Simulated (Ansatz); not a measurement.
**BH4OPSi: up Jacob's ladder to CCSD(T)**

One table from this session's results is given with a row withheld; the runs are named, their logs left out.

Method: functionals in def2-TZVPP, the program's frozen cores in correlated methods; program: Ansatz 0.2.0, Gaussian basis.

Levels to be run: LDA (SPW92), PBE-D4, revPBE-D4, BLYP-D4, r2SCAN-D4, B97M-V, PBE0-D4, B3LYP-D4, r2SCANh-D4, r2SCAN0-D4, HSE06-D4, BHLYP-D4, CAM-B3LYP-D4, LC-ωPBE, ωB97X-V, ωB97M-V, B2PLYP, PBE-QIDH; CCSD(T)/def2-SVP; CCSD(T)/def2-TZVPP; MP2/def2-QZVPP; extrapolation to the limit; RPA on PBE.

### The geometry

An earlier PBE0-D4 in a triple-zeta def2 set relaxation fixed the geometry.

SMILES `B[SiH]1OP1`, 8 atoms, charge 0, spin multiplicity 1.

Atoms are counted from 1 here; the program's logs count them from 0.

Bond lengths: B1–Si2 1.946 Å, B1–H5 1.193 Å, B1–H6 1.194 Å, Si2–O3 1.687 Å, Si2–P4 2.189 Å, Si2–H7 1.480 Å, O3–P4 1.703 Å, P4–H8 1.436 Å. Angles: Si2–B1–H5 118.5°, Si2–B1–H6 121.0°, H5–B1–H6 120.0°, B1–Si2–O3 117.2°, B1–Si2–P4 106.3°, B1–Si2–H7 127.4°, O3–Si2–P4 50.1°, O3–Si2–H7 113.2°, P4–Si2–H7 117.1°, Si2–O3–P4 80.5°, Si2–P4–O3 49.5°, Si2–P4–H8 97.0°, O3–P4–H8 99.0°.

Geometry (Å):

```xyz
8
BH4OPSi
B    -0.65706    1.20110   -0.30080
Si    0.90746    0.05212   -0.15933
O     1.03086   -0.91497    1.21746
P     0.15207   -1.96945    0.20983
H    -1.43449    1.21954    0.60450
H    -0.90818    1.77720   -1.31642
H     2.18013    0.16995   -0.90570
H    -1.17870   -1.59259    0.59466
```

Set-up of the first run:

in.yaml reads:

```yaml
crystal:
  periodic: [false, false, false]
  atoms:
    - {symbol: B, position_ang: [-0.657061, 1.201100, -0.300797]}
    - {symbol: Si, position_ang: [0.907459, 0.052120, -0.159327]}
    - {symbol: O, position_ang: [1.030862, -0.914972, 1.217456]}
    - {symbol: P, position_ang: [0.152072, -1.969453, 0.209833]}
    - {symbol: H, position_ang: [-1.434486, 1.219544, 0.604505]}
    - {symbol: H, position_ang: [-0.908176, 1.777201, -1.316425]}
    - {symbol: H, position_ang: [2.180128, 0.169955, -0.905703]}
    - {symbol: H, position_ang: [-1.178696, -1.592594, 0.594658]}
basis:
  gaussian: {orbitals: def2-TZVPP}
hamiltonian: {xc: lda}
output: {orbitals: {seedname: orbitals}}
```

The run is started by

```sh
> ansatz run in.yaml --threads 2 --pin off --events-out ev --progress --plain --max-ram 4352MiB
```

Steps of the session up to this table: LDA; PBE-D4 (GGA); revPBE-D4 (GGA); BLYP-D4 (GGA); r2SCAN-D4 (meta-GGA); B97M-V (meta-GGA); PBE0-D4 (hybrid); B3LYP-D4 (hybrid); r2SCANh-D4 (hybrid); r2SCAN0-D4 (hybrid); HSE06-D4 (hybrid); BHLYP-D4 (hybrid); CAM-B3LYP-D4 (range-separated); LC-ωPBE (range-separated); ωB97X-V (range-separated); ωB97M-V (range-separated); B2PLYP (double hybrid); PBE-QIDH (double hybrid).

One table of the session follows, with a row left open; its other results are not shown here.

It belongs to the step «Orbital energies across the functionals». 

| functional | HOMO (eV) | LUMO (eV) | gap (eV) |
| --- | --- | --- | --- |
| LDA (SPW92) | -6.42 | -3.77 | 2.65 |
| PBE-D4 | ? | ? | ? |
| revPBE-D4 | -6.20 | -3.46 | 2.74 |
| BLYP-D4 | -6.06 | -3.36 | 2.70 |
| r2SCAN-D4 | -6.42 | -3.35 | 3.07 |
| B97M-V | -6.44 | -3.40 | 3.04 |
| PBE0-D4 | -7.15 | -2.74 | 4.41 |
| B3LYP-D4 | -6.94 | -2.89 | 4.05 |
| r2SCANh-D4 | -6.75 | -3.06 | 3.69 |
| r2SCAN0-D4 | -7.26 | -2.62 | 4.64 |
| HSE06-D4 | -6.77 | -3.10 | 3.66 |
| BHLYP-D4 | -7.90 | -1.78 | 6.12 |
| CAM-B3LYP-D4 | -8.25 | -1.69 | 6.56 |
| LC-ωPBE | -9.47 | -0.66 | 8.81 |
| ωB97X-V | -9.17 | -0.71 | 8.46 |
| ωB97M-V | -9.03 | -0.88 | 8.15 |

Estimate the missing values for PBE-D4.

As computed: HOMO (eV): -6.26; LUMO (eV): -3.55; gap (eV): 2.71. In the column «HOMO (eV)» it lies between r2SCAN-D4 (-6.42) and revPBE-D4 (-6.20).
